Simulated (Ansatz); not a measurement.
**Zr2CuO3: relaxing the atoms in a fixed cell**

Aim: in Zr2CuO3, a structure type of another compound, with these elements put in, relax the atoms in a fixed cell, then read levels, charges and fields where it ends.

Method: DFT, PBEsol, with U_eff = 4.35 eV on Cu d, spin-orbit coupling, plane waves, PAW, in Ansatz 0.2.0.

## (1) The structure

It takes space group P-4m2 (No. 115, tetragonal). The conventional cell has a = 3.115 Å, b = 3.115 Å, c = 6.826 Å, α = 90.00°, β = 90.00°, γ = 90.00°. O (site symmetry -4m2) is surrounded by 4 Cu at 2.20 Å and 4 Zr at 2.39 Å. Around Cu (site symmetry -4m2) lie 4 O at 2.20 Å and 4 Zr at 2.39 Å. Zr (site symmetry 2mm) has 7 O at 2.34 to 2.40 Å and 2 Cu at 2.39 Å as nearest neighbours. Around O (site symmetry 2mm) lie 5 Zr at 2.34 to 2.40 Å.

In its conventional cell, by symmetry (the run takes the cell typed in the input):

```cif
data_structure
_symmetry_space_group_name_H-M 'P-4m2'
_symmetry_Int_Tables_number 115
_cell_length_a 3.1145
_cell_length_b 3.1145
_cell_length_c 6.8259
_cell_angle_alpha 90.000
_cell_angle_beta 90.000
_cell_angle_gamma 90.000
_cell_volume 66.21
loop_
_atom_site_label
_atom_site_type_symbol
_atom_site_symmetry_multiplicity
_atom_site_Wyckoff_symbol
_atom_site_fract_x
_atom_site_fract_y
_atom_site_fract_z
_atom_site_occupancy
O1 O 1 b 0.50000 0.50000 0.00000 1
Cu1 Cu 1 a 0.00000 0.00000 0.00000 1
Zr1 Zr 2 g 0.00000 0.50000 0.73400 1
O2 O 2 g 0.00000 0.50000 0.38200 1
```

The first density is read from a saved solution for the starting cell.

## (2) The relaxation

input.yaml reads:

```yaml
crystal:
  lattice:
    - [3.11451662, 0.0, 0.0]
    - [0.0, 3.11451662, 0.0]
    - [0.0, 0.0, 6.82587145]
  atoms:
    - { symbol: O, position: [0.5, 0.5, 0.0] }
    - { symbol: Cu, position: [0.0, 0.0, 0.0], spin: 1, spin_axis: [0.0, 0.0, 1.0] }
    - { symbol: Zr, position: [0.0, 0.5, 0.734] }
    - { symbol: Zr, position: [0.5, 0.0, 0.266] }
    - { symbol: O, position: [0.0, 0.5, 0.382] }
    - { symbol: O, position: [0.5, 0.0, 0.618] }
kpoints:
  mp_grid: { grid: [6, 6, 3], shift: [0, 0, 0] }
magnetization:
  noncollinear: true
  spin_orbit: true
scf:
  occupations: { method: gaussian, width: 0.0632 }
  lower_state_search: "off"
hamiltonian:
  pseudopotentials: { kind: paw_fr }
  xc: pbesol
  hubbard:
    projectors: all-electron-ortho-atomic
    sites: [{ species: Cu, l: d, u_eff: 4.35 }]
basis:
  ecutwfc: 420
  fft_grid_basis: typed
relax:
  max_steps: 40
output:
  forces: true
  stress: true
  eigenvalues: true
  bader: true
  populations: true
  elf: true
  write_potential: true
  volumetric_format: npy
  dos:
    e_range: [-12, 8]
    de: 0.05
    projected: { site_lists: { Cu: [Cu], O: [O], Zr: [Zr] } }
    method: { smearing: { sigma: 0.1, scheme: gaussian } }
checkpoint:
  read: saved_state
```

Command:

```console
ansatz run input.yaml --threads 2 --pin off --max-ram 3584MiB --backend cpu --events-out ev --progress --plain --runs-dir out
```

Q: Predict the outcome of this session. Wanted: moves; energy gained; largest move; pressure left in the fixed cell; character; Bader charges; moments.

As calculated:

```
                                                 quantity                                   value
                                                    moves                                       4
                                            energy gained                          207.4 meV/atom
                                             largest move                             0.23 Å (Zr)
                     space group (0.01 Å), before / after                           P-4m2 / P-4m2
                          pressure left in the fixed cell                                 2.3 GPa
                                                character                                   metal
density of states, mean within 0.25 eV of the Fermi level                     1.9 per eV per cell
                                            Bader charges  O -1.35 to -1.14, Cu +0.03, Zr +1.90 e
                                                  moments                                    none
```

**Reading.** In the fixed cell the largest move of an atom is 0.23 Å; the energy fell by 207.4 meV per atom. The fixed cell still holds a mean pressure of 2.3 GPa, so it would expand if let free. With 4 symmetry operations imposed, the end may be a saddle point towards distortions that break them. The cell is metallic; within 0.25 eV of the Fermi level the density of states averages 1.9 per eV per cell, mostly Zr d (63 %) and O p (15 %). Zr loses most charge (+1.90 e on average) and O gains most (-1.28 e). The state carries no moments.

Limits of this run: the k mesh is coarse for a cell without a gap; a Hubbard term without moments, so a magnetic state may lie lower; the SCF threshold is loose for a stress.
